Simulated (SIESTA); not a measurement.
NbTe:

```
Te Nb
1.0
     3.70297    0.00000    0.00000
    -1.85149    3.20687    0.00000
     0.00000    0.00000    3.69421
Te Nb
1 1
Direct
  0.66667 0.33333 0.00000
  0.00000 0.00000 0.50000
```

The cell comes from a database or a generator and needn't be the stable form of this composition.

Base run:

```yaml
Program: SIESTA 5.4.2
Functional: LDA
Potentials_or_basis: PseudoDojo 0.4 standard (LDA files)
Basis: DZP (energy shift 0.003 Ry; two zetas on semicore shells)
Grid_cutoff: 800 Ry
Energy_shift: 0.003 Ry
k_mesh: 8 × 8 × 7
Occupations: fermi-dirac, width 0.05 eV
Spin: no spin polarisation
```

Its results: band gap on the k mesh none (metal or under the smearing width); pressure -4.8 GPa.

**Question.** After a change of settings the same cell gave: band gap on the k mesh none (metal or under the smearing width); pressure -2.5 GPa. Which change was it?
A. functional from LDA to PW91; potentials or basis from PseudoDojo 0.4 standard (LDA files) to PseudoDojo 0.4 standard (PBE files)
B. functional from LDA to revPBE; potentials or basis from PseudoDojo 0.4 standard (LDA files) to PseudoDojo 0.4 standard (PBE files)
C. functional from LDA to RPBE; potentials or basis from PseudoDojo 0.4 standard (LDA files) to PseudoDojo 0.4 standard (PBE files)
D. functional from LDA to PBEsol; potentials or basis from PseudoDojo 0.4 standard (LDA files) to PseudoDojo 0.4 standard (PBEsol files)

**Answer.** D.

Caveats: spin-orbit coupling is left out, which moves the levels of the heavy elements; the basis of atomic orbitals isn't converged, which shifts pressures, moduli and gaps.

Runs at the PBE level aren't shown here.
